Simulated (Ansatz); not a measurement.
# SnGe5: the cost of one run

Method: DFT PBE, scalar-relativistic, plane waves, PAW, in Ansatz 0.2.0.

## Step 1: The starting structure

Symmetry: F-43m, No. 216, cubic system. The conventional cell has a = 8.047 Å, b = 8.047 Å, c = 8.047 Å, α = 90.00°, β = 90.00°, γ = 90.00°. Sn (site symmetry -43m) is surrounded by 16 Ge at 3.33 to 3.48 Å. Ge (site symmetry 3m) has 6 Ge at 2.83 to 2.86 Å as nearest neighbours. Ge (site symmetry -43m) is surrounded by 12 Ge at 3.34 Å and 4 Sn at 3.48 Å.

As a file:

```xyz
6
Lattice="0.0000 4.0235 4.0235 4.0235 0.0000 4.0235 4.0235 4.0235 0.0000" Properties=species:S:1:pos:R:3 pbc="T T T"
Sn    2.0117    2.0117    2.0117
Ge    7.0472    5.0233    5.0233
Ge    5.0233    7.0472    5.0233
Ge    5.0233    5.0233    7.0472
Ge    7.0472    7.0472    7.0472
Ge    4.0235    4.0235    4.0235
```

A structure generator made this guess: species swapped into a database cell of Be5Fe (F-43m, No. 216), with Ge on the Be sites and Sn on the Fe sites. The dimensions are guesses.

## Step 2: Probe: one point on a coarse mesh

Contents of input.yaml:

```yaml
crystal:
  lattice:
    - [0.0, 4.0234763, 4.0234763]
    - [4.0234763, 0.0, 4.0234763]
    - [4.0234763, 4.0234763, 0.0]
  atoms:
    - { symbol: Sn, position: [0.25, 0.25, 0.25] }
    - { symbol: Ge, position: [0.37273282, 0.87575573, 0.87575573] }
    - { symbol: Ge, position: [0.87575573, 0.37273282, 0.87575573] }
    - { symbol: Ge, position: [0.87575573, 0.87575573, 0.37273282] }
    - { symbol: Ge, position: [0.87575573, 0.87575573, 0.87575573] }
    - { symbol: Ge, position: [0.5, 0.5, 0.5] }
basis:
  ecutwfc: 420
kpoints:
  mp_grid: { grid: [4, 4, 4] }
hamiltonian:
  xc: pbe
scf:
  occupations: { method: gaussian, width: 0.1 }
  lower_state_search: "off"
output:
  forces: true
  stress: true
  eigenvalues: true
```

Launch:

```bash
$ ansatz run input.yaml --threads 1 --pin off --max-ram 2560MiB --backend cpu --events-out ev --progress --plain --runs-dir out
```

**Question.** How long does this run take on 1 thread of Intel Xeon Platinum 8259CL at 2.50GHz (Skylake/Cascade Lake), shared host, and how much memory does it need?

About 4.6 s, with a peak of 0.43 GiB.
